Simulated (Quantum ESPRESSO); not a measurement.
**PtSe under changes of volume**

One of the cells (21.438 Å³/atom); the others are scaled copies at fixed shape and fractional positions:

```
Pt Se
1.0
     3.70187    0.00000    0.00000
    -1.85094    3.20591    0.00000
     0.00000    0.00000    3.61284
Pt Se
1 1
Direct
  0.00000 0.00000 0.00000
  0.66667 0.33333 0.50000
```

The cell comes from a database or a generator and needn't be the stable form of this composition.

```yaml
Program: Quantum ESPRESSO 7.5
Functional: PBE
Potentials_or_basis: SSSP 1.3 efficiency PBE
Cutoff: 748 eV
Density_cutoff: 5987 eV
k_mesh: 8 × 8 × 7
Occupations: fermi-dirac, width 0.05 eV
Spin: no spin polarisation
```

| volume (Å³/atom) | energy over the lowest point (meV/atom) | pressure (GPa) |
| --- | --- | --- |
| 20.152 | 0.00 | -7.1 |
| 20.581 | 21.29 | -8.9 |
| 21.010 | 46.97 | -10.4 |
| 21.438 | 76.43 | -11.7 |
| 21.867 | 109.19 | -12.9 |
| 22.296 | 144.81 | -13.8 |
| 22.725 | ? | ? |

Q: What does the run at 22.725 Å³/atom give?

A: Energy over the lowest point 182.85 meV/atom; pressure -14.7 GPa.

Worked out: A Birch-Murnaghan fit of order 3 (a polynomial in V^(-2/3)) to the other rows has no minimum within the range. It gives 182.83 meV/atom at 22.725 Å³/atom, against the run's 182.85, and -dE/dV = -14.6 GPa, against -14.7.

Energies are extrapolated to zero smearing.
